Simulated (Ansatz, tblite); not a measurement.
# GeHBr3: which spin state is lowest

Aim: set other spin states of GeHBr3 against its singlet, on many levels of theory.

Program: Ansatz 0.2.0, Gaussian basis. Level of theory: as each input shows. These are calculated values, not measurements.

Levels to be run: triplet, at the geometry of the singlet (GFN1-xTB, GFN2-xTB, PBE0-D4/def2-TZVP, PBE-D4/def2-TZVP, r2SCAN-D4/def2-TZVP); the singlet's energies come from earlier runs.

### 1 The geometry

The singlet was relaxed beforehand with r2SCAN-D4/def2-SVP.

5 atoms, charge 0, spin multiplicity 1.

Bond lengths: Ge1–H2 1.528 Å, Ge1–Br3 2.295 Å, Ge1–Br4 2.295 Å, Ge1–Br5 2.295 Å. Angles: H2–Ge1–Br3 109.7°, H2–Ge1–Br4 109.7°, H2–Ge1–Br5 109.7°, Br3–Ge1–Br4 109.2°, Br3–Ge1–Br5 109.2°, Br4–Ge1–Br5 109.2°.

### 2 Triplet at the fixed geometry, GFN1-xTB

Tight binding, by tblite at 300 K electronic temperature and without a spin-polarisation term:

```python
tblite.interface.Calculator('GFN1-xTB', numbers, positions, charge=0, uhf=2).singlepoint()
```

Energy -376.1387 eV; 0.02 s.

### 3 Triplet at the fixed geometry, GFN2-xTB

Tight binding, by tblite at 300 K electronic temperature and without a spin-polarisation term:

```python
tblite.interface.Calculator('GFN2-xTB', numbers, positions, charge=0, uhf=2).singlepoint()
```

Energy -398.8237 eV; 0.025 s.

### 4 Triplet at the fixed geometry, PBE0-D4/def2-TZVP

File in.yaml:

```yaml
crystal:
  periodic: [false, false, false]
  atoms:
    - {symbol: Ge, position_ang: [0.000470, -0.001447, 0.159101]}
    - {symbol: H, position_ang: [0.006782, -0.014453, 1.687056]}
    - {symbol: Br, position_ang: [2.157564, 0.010033, -0.623871]}
    - {symbol: Br, position_ang: [-1.086400, 1.873674, -0.594856]}
    - {symbol: Br, position_ang: [-1.078426, -1.867798, -0.627429]}
basis:
  gaussian: {orbitals: def2-TZVP}
magnetization: {spin_polarized: true, initial_magnetization: 2}
hamiltonian: {xc: pbe0, dispersion: d4}
scf: {omitted_lower_state_checks: [starts]}
output: {orbitals: {seedname: orbitals}}
```

On the command line:

```bash
$ ansatz run in.yaml --threads 4 --pin off --events-out ev --progress --plain --max-ram 3916MiB
```

Standard output:

```text
Functional definition: PBE0
  name "PBE0"
  cite "Adamo & Barone, J. Chem. Phys. 110, 6158 (1999) doi:10.1063/1.478522"
  cite "Perdew, Burke & Ernzerhof, Phys. Rev. Lett. 77, 3865 (1996) doi:10.1103/PhysRevLett.77.3865"
  parent pbe
  parameter a = 0.25
  parameter kappa = 0.804
  parameter beta = 0.06672455060314922
  exchange = (1 - a)*pbe_x(kappa = kappa, mu = beta*pi^2/3) + a*exact_x
  correlation = pbe_c(beta = beta)
these checks for a lower state are left out or cut short: starts
1362 factors; integrals over basis functions are off by at most 1.2e-3 eV
mean field evaluation 1: about -266640.4226 eV, gradient 1.2e1 eV
mean field evaluation 2: about -266640.6500 eV, gradient 1.0e1 eV
mean field evaluation 4: about -266640.8037 eV, gradient 4.9e-1 eV
mean field evaluation 8: about -266640.8786 eV, gradient 2.9e-1 eV
mean field evaluation 16: about -266640.8792 eV, gradient 9.2e-4 eV
mean field evaluation 32: about -266640.8792 eV, gradient 1.2e-4 eV
mean field -266640.87916034 eV, -9798.8715734633 hartree, gradient 8.7e-6 eV, S^2 2.007000; 0 other end points of the search recorded, 0 dependent functions left out
reference -266640.87918893 eV, -9798.8715745140 hartree; 70, 68 occupied and 128, 130 virtual orbitals, 1362 factors
Total energy: -266641.06374846 eV, -9798.8783569515 hartree
Checks for a lower state left out: starts
```

It took 38 s on 4 threads of Intel Xeon at 2.50GHz, shared host; peak memory 1.1 GiB.

From the report: HOMO -3.77 eV, LUMO -7.17 eV (over both spins; with the spin held, an empty level of the minority spin lies below the top filled one); ⟨S²⟩ 2.007 (pure: 2.00).

### 5 Triplet at the fixed geometry, PBE-D4/def2-TZVP

start.molden holds the orbitals of an earlier run on this state, given as this run's starting guess.

Changes to in.yaml since step 4:

```diff
@@ -9,5 +9,5 @@
 basis:
-  gaussian: {orbitals: def2-TZVP}
+  gaussian: {orbitals: def2-TZVP, initial_orbitals: start.molden}
 magnetization: {spin_polarized: true, initial_magnetization: 2}
-hamiltonian: {xc: pbe0, dispersion: d4}
+hamiltonian: {xc: pbe, dispersion: d4}
 scf: {omitted_lower_state_checks: [starts]}
```

Launched as before.

Standard output:

```text
Functional definition: PBE
  name "PBE"
  cite "Perdew, Burke & Ernzerhof, Phys. Rev. Lett. 77, 3865 (1996) doi:10.1103/PhysRevLett.77.3865"
  parent pbe
  parameter kappa = 0.804
  parameter beta = 0.06672455060314922
  exchange = pbe_x(kappa = kappa, mu = beta*pi^2/3)
  correlation = pbe_c(beta = beta)
these checks for a lower state are left out or cut short: starts
1530 factors; their error is unknown
mean field evaluation 1: about -266632.5854 eV, gradient 1.1e1 eV
mean field evaluation 2: about -266632.7341 eV, gradient 2.2e-1 eV
mean field evaluation 4: about -266632.6575 eV, gradient 1.5e-3 eV
mean field evaluation 8: about -266632.6575 eV, gradient 1.4e-5 eV
mean field -266632.65746806 eV, -9798.5694318449 hartree, gradient 7.4e-7 eV, S^2 2.002192; 0 other end points of the search recorded, 0 dependent functions left out
reference -266632.65750601 eV, -9798.5694332393 hartree; 70, 68 occupied and 128, 130 virtual orbitals, 1530 factors
Total energy: -266632.86984161 eV, -9798.5772364288 hartree
Checks for a lower state left out: starts
```

It took 20 s on 4 threads of Intel Xeon at 2.50GHz, shared host.

From the report: HOMO -3.02 eV, LUMO -7.45 eV (over both spins; with the spin held, an empty level of the minority spin lies below the top filled one); ⟨S²⟩ 2.002 (pure: 2.00).

### 6 Triplet at the fixed geometry, r2SCAN-D4/def2-TZVP

Changes to in.yaml since step 5:

```diff
@@ -11,3 +11,3 @@
 magnetization: {spin_polarized: true, initial_magnetization: 2}
-hamiltonian: {xc: pbe, dispersion: d4}
+hamiltonian: {xc: r2scan, dispersion: d4}
 scf: {omitted_lower_state_checks: [starts]}
```

Same command.

Standard output:

```text
Functional definition: r2SCAN
  name "r2SCAN"
  cite "Furness, Kaplan, Ning, Perdew & Sun, J. Phys. Chem. Lett. 11, 8208 (2020) doi:10.1021/acs.jpclett.0c02405"
  cite "Furness, Kaplan, Ning, Perdew & Sun, J. Phys. Chem. Lett. 11, 9248 (2020) doi:10.1021/acs.jpclett.0c03077"
  parent r2scan
  parameter k0 = 0.174
  parameter k1 = 0.065
  parameter a1 = 4.9479
  exchange = r2scan_x(k0 = k0, k1 = k1, a1 = a1)
  correlation = r2scan_c
these checks for a lower state are left out or cut short: starts
1530 factors; their error is unknown
mean field evaluation 1: about -266671.1442 eV, gradient 8.6e0 eV
mean field evaluation 2: about -266671.2134 eV, gradient 1.1e-1 eV
mean field evaluation 4: about -266671.1324 eV, gradient 2.8e-4 eV
mean field evaluation 8: about -266671.1324 eV, gradient 1.3e-5 eV
mean field -266671.13241116 eV, -9799.9833599246 hartree, gradient 1.8e-6 eV, S^2 2.005057; 0 other end points of the search recorded, 0 dependent functions left out
reference -266671.13242339 eV, -9799.9833603738 hartree; 70, 68 occupied and 128, 130 virtual orbitals, 1530 factors
Total energy: -266671.17690952 eV, -9799.9849952091 hartree
Checks for a lower state left out: starts
```

Wall time 48 s (4 threads of Intel Xeon at 2.50GHz, shared host).

From the report: HOMO -3.15 eV, LUMO -7.66 eV (over both spins; with the spin held, an empty level of the minority spin lies below the top filled one); ⟨S²⟩ 2.005 (pure: 2.00).

### 7 Triplet less singlet, vertical

The singlet's energies are those of its earlier runs, whose logs aren't repeated here.

```
              level  triplet less singlet, vertical (eV)     time
           GFN1-xTB                               +5.136  0.038 s
           GFN2-xTB                               +4.822  0.041 s
   PBE-D4/def2-TZVP                               +4.356     26 s
r2SCAN-D4/def2-TZVP                               +4.661     58 s
  PBE0-D4/def2-TZVP                               +4.933     52 s
```

Times add the two runs; a level without a time comes out of a correlated run. Tight binding without a spin term can't rank spin states.

### 8 Summary of results

| quantity | value |
| --- | --- |
| triplet less singlet, vertical, functionals in def2-TZVP | +4.356 (PBE-D4) to +4.933 eV (PBE0-D4) |

All functionals put the triplet above the singlet, over a spread of 0.577 eV. The checks for a lower triplet were left out, so another state of that spin may lie lower. These are electronic energies, without zero-point motion, entropy or surroundings.
